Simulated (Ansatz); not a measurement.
**SrRh in Ansatz: convergence with xc grid**

Input of the first run (xc grid 1); the others differ in this setting and in those tied to it:

Contents of input.yaml:

```yaml
crystal:
  lattice:
    - [1.73186956, -2.4877902, 0.0]
    - [1.73186956, 2.4877902, 0.0]
    - [0.0, 0.0, 4.78789446]
  atoms:
    - { symbol: Sr, position: [0.0, 0.0, 0.0] }
    - { symbol: Rh, position: [0.5, 0.5, 0.5] }
hamiltonian:
  xc: pbe
  pseudopotentials: { kind: paw_fr }
magnetization:
  noncollinear: true
  spin_orbit: true
kpoints:
  mp_grid: { grid: [8, 8, 5] }
scf:
  occupations: { method: methfessel_paxton, width: 0.1 }
output:
  forces: true
  stress: true
  eigenvalues: true
basis:
  xc_grid: 1
```

Potentials or basis: Ansatz PAW.

Command:

```bash
$ ansatz run input.yaml --threads 2 --pin off --max-ram 5632MiB --backend cpu --events-out ev --progress --plain --runs-dir out
```

The cell was built by a generator and needn't be a form met in nature.

Hardware: 2 threads of Arm Neoverse V1 (shared host).

```csv
xc grid,"energy less the tightest run, at zero smearing (meV/atom)",SCF cycles,CPU time (s),peak memory (GiB)
1,0.00,10,15,0.47
2,0.00,10,16,0.47
3,0.00,10,16,0.49
4,0.00,10,17,0.52
5,0.00,10,18,0.58
```

Against the tightest run, the energy stays within 1 meV/atom from 1 on. The tightest run that finished is the yardstick and may itself not be fully converged.
